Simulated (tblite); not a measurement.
# C3H14AlGeNO: the cost of one run

Programs: tblite 0.8.0 and PySCF 2.14.0, with density-fitted response routines of our own. Each step states its level of theory. These are calculated values for one molecule in the gas phase, unless marked as measured. Atoms count from 0, in the outputs and in this text.

## 1. The starting structure

21 atoms, charge 0, multiplicity 1; geometry from: force field or distance geometry start.

Bonds of the start (Å): C0–N1 1.45, N1–C2 1.43, N1–C3 1.45, N1–Al4 1.94, Al4–O5 1.83, O5–Ge6 1.78, C0–H7 1.10, C0–H8 1.11, C0–H9 1.11, C2–H10 1.10, C2–H11 1.13, C2–H12 1.12, C3–H13 1.11, C3–H14 1.11, C3–H15 1.12, Al4–H16 1.59, Al4–H17 1.61, Ge6–H18 1.56, Ge6–H19 1.56, Ge6–H20 1.55.

## 2. Geometry optimisation with GFN2-xTB

What the job is given:

```
{"job": {"kind": "relax", "xc": "GFN2-xTB", "basis": "xTB"}, "charge": 0, "multiplicity": 1}
C     -0.735500    -0.080600    -1.638500
N     -0.984200    -0.103900    -0.212800
C     -1.248100     1.182400     0.360500
C     -2.056300    -1.034900     0.103900
Al     0.635800    -0.829300     0.558100
O      2.075600    -0.037200    -0.246000
Ge     3.214400     0.717400     0.892400
H     -1.659700     0.154100    -2.188500
H      0.054400     0.681900    -1.790700
H     -0.334200    -1.072800    -1.929900
H     -0.795500     1.976100    -0.255600
H     -2.374400     1.276200     0.418700
H     -0.910600     1.271600     1.422300
H     -2.099500    -1.165800     1.204200
H     -3.052000    -0.657100    -0.208800
H     -1.793200    -2.007300    -0.374400
H      0.656500    -0.709400     2.138900
H      0.615500    -2.394900     0.169600
H      3.908000     1.881800     0.125700
H      4.342700    -0.307600     1.221700
H      2.531300     1.276200     2.169800
```

Launch:

```bash
> OMP_NUM_THREADS=1 python probes_run.py task.json out
```

The driver reads the jobs from task.json and runs them one after another.

Q: Estimate the wall time and peak memory of this first job on 1 thread of Arm Neoverse N1, shared host.

About 1.8 s, with a peak of 0.18 GiB.
